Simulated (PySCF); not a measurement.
# AlSe: spin, charge, geometry and surroundings

One physical setting of the base script is moved in each run, with the edits that it forces.

Method: method and basis as typed in the scripts; program: PySCF 2.14.0.

4 further runs of the same task are left out: 4 that didn't finish.

**1. The system as given**

AlSe: 2 atoms, charge 0, spin multiplicity 2.

Bond lengths: Al1–Se2 2.425 Å.

**2. The run that the others are compared with**

Contents of input.py:

```python
from pyscf import gto, dft

mol = gto.M(
    atom='Al 0 0 0; Se 0 0 2.425',
    basis='3-21g',
    charge=0,
    spin=1,
    verbose=4,
)
mf = dft.UKS(mol, xc='scan')
mf.kernel()
mf.dip_moment()
print('orbital energies (hartree):', [e[max(0, n-3):n+3].round(4) for e, n in zip(mf.mo_energy, mol.nelec)])
```

The run is started by

```
$ OMP_NUM_THREADS=1 python input.py
```

Its log is not repeated here.

It gives: E(SCF) = -2631.427891 Eh, 12 cycles, ⟨S²⟩ = 0.765, μ = 3.48 D.

The bond length is a typed value, not an optimised one.

**3. Lengths in bohr**

Edit 1 changes length unit: angstrom → bohr; bond length: 2.425 Å → 2.425 bohr.

Contents of input.py:

```python
from pyscf import gto, dft

mol = gto.M(
    atom='Al 0 0 0; Se 0 0 2.425',
    basis='3-21g',
    charge=0,
    spin=1,
    unit='bohr',
    verbose=4,
)
mf = dft.UKS(mol, xc='scan')
mf.kernel()
mf.dip_moment()
print('orbital energies (hartree):', [e[max(0, n-3):n+3].round(4) for e, n in zip(mf.mo_energy, mol.nelec)])
```

The run is started by

```
$ OMP_NUM_THREADS=1 python input.py
```

**4. Bond 3.637 Å**

Edit 2 changes bond length: 2.425 Å → 3.637 Å.

Edit input.py of step 2 so:

```diff
@@ -3,3 +3,3 @@
 mol = gto.M(
-    atom='Al 0 0 0; Se 0 0 2.425',
+    atom='Al 0 0 0; Se 0 0 3.637',
     basis='3-21g',
```

**5. Electric field 0.05 a.u.**

Edit 3 changes electric field: none → 0.05 a.u.

Edit input.py of step 2 so:

```diff
@@ -10,2 +10,7 @@
 mf = dft.UKS(mol, xc='scan')
+field = 0.05  # electric field along z, atomic units
+h = mf.get_hcore() + field*mol.intor('int1e_r')[2]
+mf.get_hcore = lambda *args: h
+e_nuc = mol.energy_nuc() - field*mol.atom_charges() @ mol.atom_coords()[:, 2]
+mf.energy_nuc = lambda *args: e_nuc
 mf.kernel()
```

**6. Quartet**

Edit 4 changes spin (2S): 1 → 3.

Edit input.py of step 2 so:

```diff
@@ -6,3 +6,3 @@
     charge=0,
-    spin=1,
+    spin=3,
     verbose=4,
```

**7. Charge +2**

Edit 5 changes charge: 0 → 2.

Edit input.py of step 2 so:

```diff
@@ -5,3 +5,3 @@
     basis='3-21g',
-    charge=0,
+    charge=2,
     spin=1,
```

**8. Bond 1.94 Å**

Edit 6 changes bond length: 2.425 Å → 1.94 Å.

Edit input.py of step 2 so:

```diff
@@ -3,3 +3,3 @@
 mol = gto.M(
-    atom='Al 0 0 0; Se 0 0 2.425',
+    atom='Al 0 0 0; Se 0 0 1.94',
     basis='3-21g',
```

Q: Predict the outcome of this session. Wanted: for each run, E(SCF); from base; gap, α spin; SCF dipole.

As calculated:

| run | E(SCF) (hartree) | from base (eV) | cycles | gap, α spin (eV) | SCF dipole (D) |
| --- | --- | --- | --- | --- | --- |
| base | -2631.427891 | 0 | 12 | 3.15 | 3.48 |
| lengths in bohr (poor choice) | -2630.334241 | not comparable | 9 | 3.74 | 0.53 |
| bond 3.637 Å | -2631.360106 | +1.8445 | 19 | 1.61 | 5.17 |
| electric field 0.05 a.u. | -2631.516020 | -2.3981 | 18 | 2.49 | 11.64 |
| quartet | -2631.343930 | +2.2847 | 17 | 0.59 | 0.91 |
| charge +2 | -2630.544131 | +24.0483 | 11 | 3.83 | n/a |
| bond 1.94 Å | -2631.403742 | +0.6571 | 10 | 4.25 | 2.71 |

In words: Of the runs whose energies can be compared, “electric field 0.05 a.u.” moves the SCF energy most (-2.398 eV). The quartet solution found lies 2.28 eV above the base doublet at this geometry and level. With bond 3.637 Å the frontier gap moves by over 1.5 eV, which can mean another electronic state rather than the bond length alone. Rows marked «poor choice» come from settings spoiled on purpose.
